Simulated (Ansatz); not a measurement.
# CH5F2MoNO2: the cost of one run

Program: Ansatz 0.2.0, Gaussian basis. Level of theory: the settings change from run to run. These are calculated values, not measurements.

### 1 The relaxed structure

An earlier PBE0-D4 in a triple-zeta def2 set relaxation fixed the geometry. Mo takes a core potential in def2 sets; no spin-orbit term is included.

12 atoms, charge 0, spin multiplicity 1.

Atoms are counted from 1 here; the program's logs count them from 0.

Bond lengths: C1–N2 1.414 Å, C1–H8 1.094 Å, C1–H9 1.094 Å, C1–H10 1.095 Å, N2–Mo3 1.687 Å, Mo3–O4 1.868 Å, Mo3–O5 1.895 Å, Mo3–F6 1.906 Å, Mo3–F7 1.860 Å, O4–H11 0.960 Å, O5–H12 0.962 Å. Angles: N2–C1–H8 110.2°, N2–C1–H9 110.3°, N2–C1–H10 109.5°, H8–C1–H9 109.0°, H8–C1–H10 108.9°, H9–C1–H10 108.9°, C1–N2–Mo3 167.6°, N2–Mo3–O4 109.0°, N2–Mo3–O5 112.8°, N2–Mo3–F6 96.4°, N2–Mo3–F7 101.9°, O4–Mo3–O5 137.7°, O4–Mo3–F6 87.6°, O4–Mo3–F7 92.7°, O5–Mo3–F6 81.5°, O5–Mo3–F7 85.1°, F6–Mo3–F7 160.4°, Mo3–O4–H11 124.8° and more.

As a file:

```mol
CH5F2MoNO2
  3D, bonds by distance, orders not assigned

 12 11  0  0  0  0  0  0  0  0999 V2000
    0.4308   -0.8062    1.8574 C   0  0
    0.1975   -0.4536    0.5082 N   0  0
   -0.0160    0.3047   -0.9841 Mo  0  0
   -1.0265   -0.8092   -2.0917 O   0  0
    0.6347    2.0841   -1.0025 O   0  0
   -1.6383    1.2012   -0.5383 F   0  0
    1.5705   -0.1157   -1.8599 F   0  0
    0.4774   -1.8939    1.9608 H   0  0
    1.3732   -0.3739    2.2059 H   0  0
   -0.3850   -0.4257    2.4807 H   0  0
   -1.5687   -1.5398   -1.7854 H   0  0
    0.0273    2.7728   -0.7170 H   0  0
  1  2  8  0
  2  3  8  0
  3  4  8  0
  3  5  8  0
  3  6  8  0
  3  7  8  0
  1  8  8  0
  1  9  8  0
  1 10  8  0
  4 11  8  0
  5 12  8  0
M  END
```

### 2 wB97M-V/x2c-TZVPPall

Options: high accuracy.

Contents of in.yaml:

```yaml
crystal:
  periodic: [false, false, false]
  atoms:
    - {symbol: C, position_ang: [0.430795, -0.806160, 1.857404]}
    - {symbol: N, position_ang: [0.197532, -0.453620, 0.508156]}
    - {symbol: Mo, position_ang: [-0.015954, 0.304672, -0.984133]}
    - {symbol: O, position_ang: [-1.026492, -0.809197, -2.091730]}
    - {symbol: O, position_ang: [0.634650, 2.084113, -1.002463]}
    - {symbol: F, position_ang: [-1.638326, 1.201219, -0.538330]}
    - {symbol: F, position_ang: [1.570546, -0.115726, -1.859914]}
    - {symbol: H, position_ang: [0.477440, -1.893930, 1.960811]}
    - {symbol: H, position_ang: [1.373222, -0.373873, 2.205924]}
    - {symbol: H, position_ang: [-0.385029, -0.425736, 2.480743]}
    - {symbol: H, position_ang: [-1.568721, -1.539847, -1.785379]}
    - {symbol: H, position_ang: [0.027335, 2.772785, -0.716988]}
basis:
  gaussian: {orbitals: x2c-TZVPPall}
hamiltonian: {xc: {name: wB97M-V}}
accuracy: high
output: {forces: true}
```

On the command line:

```bash
$ ansatz run in.yaml --threads 4 --pin off --events-out ev --progress --plain --max-ram 11315MiB
```

What time and memory should one allow on 4 threads of Arm Neoverse V1, shared host?

About 3.3 min, with a peak of 4.8 GiB.
